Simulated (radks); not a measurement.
# Si in [Ne] 3s2 4p2: an all-electron calculation

The task here is to estimate one member of a computed series from the others.

The numbers are computed with radks (a radial shooting solver on a logarithmic mesh, Libxc functionals) version 1 (non-relativistic Kohn-Sham, BLYP, spin-unpolarised, spherical densities, point nucleus), except any that are marked as measured or tabulated.

## The atom as given

```
element       : silicon (Z = 14)
charge        : 0
electrons     : 14
configuration : [Ne] 3s2 4p2
```

Outer shells as boxes (Hund's rule):

Si
```
[Ne] core
3s [↑↓]
4p [↑ ][↑ ][  ]
```

The first run:

Input:

```text
Z 14
configuration [Ne] 3s2 4p2
relativity non-relativistic
functional b88,lyp
spin unpolarised
nucleus point
```

Among the steps run: Self-consistent calculation.

One of the session's tables, all rows but one given; the rest of the session is left out.

It belongs to the step «Radial structure». From the orbitals of this run (lengths in bohr):

| level | <r> | outermost maximum (interpolated) | 90 % within | nodes |
| --- | --- | --- | --- | --- |
| 1s | 0.1116 | 0.0730 | 0.199 | 0 |
| 2s | 0.5699 | 0.456 | 0.898 | 1 |
| 2p | ? | ? | ? | ? |
| 3s | 1.970 | 1.69 | 2.95 | 2 |
| 4p | 6.830 | 6.05 | 9.90 | 2 |

Q: Estimate the row for 2p from the others.

As computed: <r>: 0.5372; outermost maximum (interpolated): 0.387; 90 % within: 0.903; nodes: 0. In the column «<r>» it lies between 1s (0.1116) and 2s (0.5699).
